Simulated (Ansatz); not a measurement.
**C2H7ClGe: up Jacob's ladder to CCSD(T)**

How much do the methods differ for C2H7ClGe? The plan is to run it at one geometry with functionals of several rungs and with coupled cluster, and see how far each lands from CCSD(T) at the basis-set limit for the atomisation energy.

Computed with Ansatz 0.2.0, Gaussian basis. Level: functionals in def2-TZVPP, the program's frozen cores in correlated methods.

Plan: LDA (SPW92), PBE-D4, revPBE-D4, BLYP-D4, r2SCAN-D4, B97M-V, PBE0-D4, B3LYP-D4, r2SCANh-D4, r2SCAN0-D4, HSE06-D4, BHLYP-D4, CAM-B3LYP-D4, LC-ωPBE, ωB97X-V, ωB97M-V, B2PLYP, PBE-QIDH; CCSD(T)/def2-SVP; CCSD(T)/def2-TZVPP; MP2/def2-QZVPP; extrapolation to the limit; RPA on PBE.

### 1 The geometry

An earlier PBE0-D4 in a triple-zeta def2 set relaxation fixed the geometry.

SMILES `[CH3][GeH]([CH3])[Cl]`, 11 atoms, charge 0, spin multiplicity 1.

Atoms are counted from 1 here; the program's logs count them from 0.

Bond lengths: C1–Ge2 1.942 Å, C1–H5 1.091 Å, C1–H6 1.092 Å, C1–H7 1.090 Å, Ge2–C3 1.942 Å, Ge2–Cl4 2.173 Å, Ge2–H8 1.540 Å, C3–H9 1.091 Å, C3–H10 1.092 Å, C3–H11 1.090 Å. Angles: Ge2–C1–H5 109.8°, Ge2–C1–H6 110.1°, Ge2–C1–H7 110.2°, H5–C1–H6 109.0°, H5–C1–H7 108.9°, H6–C1–H7 108.9°, C1–Ge2–C3 113.3°, C1–Ge2–Cl4 106.7°, C1–Ge2–H8 112.1°, C3–Ge2–Cl4 106.7°, C3–Ge2–H8 112.0°, Cl4–Ge2–H8 105.4°, Ge2–C3–H9 109.8°, Ge2–C3–H10 110.1°, Ge2–C3–H11 110.2°, H9–C3–H10 109.0°, H9–C3–H11 108.9°, H10–C3–H11 108.9°.

Geometry (Å):

```tsv
atom	x (Å)	y (Å)	z (Å)
C1	-0.97871	1.33094	-0.15489
Ge2	-0.43393	-0.53259	-0.09582
C3	1.41076	-0.77616	0.46169
Cl4	-0.57726	-1.28960	-2.12789
H5	-0.30887	1.89114	-0.80816
H6	-0.94130	1.76399	0.84683
H7	-1.99577	1.41332	-0.53795
H8	-1.40617	-1.39309	0.73173
H9	2.07264	-0.20708	-0.19202
H10	1.54077	-0.42763	1.48834
H11	1.68333	-1.83014	0.40894
```

### 2 LDA

This LDA is Slater exchange with PW92 correlation.

File in.yaml:

```yaml
crystal:
  periodic: [false, false, false]
  atoms:
    - {symbol: C, position_ang: [-0.978708, 1.330943, -0.154887]}
    - {symbol: Ge, position_ang: [-0.433930, -0.532593, -0.095817]}
    - {symbol: C, position_ang: [1.410764, -0.776159, 0.461690]}
    - {symbol: Cl, position_ang: [-0.577263, -1.289602, -2.127890]}
    - {symbol: H, position_ang: [-0.308869, 1.891142, -0.808164]}
    - {symbol: H, position_ang: [-0.941298, 1.763991, 0.846832]}
    - {symbol: H, position_ang: [-1.995774, 1.413322, -0.537949]}
    - {symbol: H, position_ang: [-1.406169, -1.393093, 0.731733]}
    - {symbol: H, position_ang: [2.072641, -0.207080, -0.192023]}
    - {symbol: H, position_ang: [1.540774, -0.427634, 1.488339]}
    - {symbol: H, position_ang: [1.683334, -1.830137, 0.408937]}
basis:
  gaussian: {orbitals: def2-TZVPP}
hamiltonian: {xc: lda}
output: {orbitals: {seedname: orbitals}}
```

After this run come: PBE-D4 (GGA); revPBE-D4 (GGA); BLYP-D4 (GGA); r2SCAN-D4 (meta-GGA); B97M-V (meta-GGA); PBE0-D4 (hybrid); B3LYP-D4 (hybrid); r2SCANh-D4 (hybrid); r2SCAN0-D4 (hybrid); HSE06-D4 (hybrid); BHLYP-D4 (hybrid); CAM-B3LYP-D4 (range-separated); LC-ωPBE-D4 (range-separated); ωB97X-V (range-separated); ωB97M-V (range-separated); B2PLYP (double hybrid); PBE-QIDH (double hybrid); CCSD(T) in def2-SVP; CCSD(T) in def2-TZVPP; MP2 in def2-QZVPP; RPA on PBE orbitals.

Q: Predict the results of all the runs planned. Wanted: atomisation energy, CCSD(T)/CBS; farthest beyond LDA; mean size of error, GGA; mean size of error, meta-GGA; mean size of error, hybrid; mean size of error, range-separated; mean size of error, double hybrid; gap, smallest and largest; T1 diagnostic.

**Answer**, as computed:

```
                               quantity                                                                                                                              value
        atomisation energy, CCSD(T)/CBS                                                                                                                          39.747 eV
    functionals within 0.397 eV (1.0 %)  PBE-D4, r2SCAN-D4, B97M-V, PBE0-D4, B3LYP-D4, r2SCANh-D4, r2SCAN0-D4, HSE06-D4, CAM-B3LYP-D4, LC-ωPBE, ωB97X-V, ωB97M-V, PBE-QIDH
                    farthest beyond LDA                                                                                                               BHLYP-D4 (-0.898 eV)
                mean size of error, GGA                                                                                                                           0.472 eV
           mean size of error, meta-GGA                                                                                                                           0.097 eV
             mean size of error, hybrid                                                                                                                           0.285 eV
    mean size of error, range-separated                                                                                                                           0.148 eV
      mean size of error, double hybrid                                                                                                                           0.358 eV
              gap, smallest and largest                                                                                          6.39 eV (LDA (SPW92)), 13.85 eV (LC-ωPBE)
                          T1 diagnostic                                                                                                                             0.0092
triples share of the correlation energy                                                                                                                              3.7 %
```

What this shows: The LDA atomisation energy is off by 4.765 eV (12 %): it overbinds. PBE-D4 is off by +0.180 eV. Double hybrids carry the basis error of their MP2 part in triple zeta, and no dispersion term here, so their miss is partly the set-up's. The rungs meta-GGA, range-separated, hybrid, double hybrid miss on average by less than the doubt on the reference (0.397 eV), so they tie. The reference freezes the cores and leaves out relativity and excitations past (T), and its outer-core shells are covered unevenly, so misses under about 0.397 eV can't be ranked. Hartree-Fock recovers 76 % of the binding; the rest is correlation. CCSD(T) in def2-SVP is off by -2.117 eV, worse than the median functional, from the basis alone. The gap grows from 6.4 to 13.9 eV across the functionals, mostly with the share of exact exchange. Correlated methods include outer-core shells of Ge, which these sets cover unevenly.
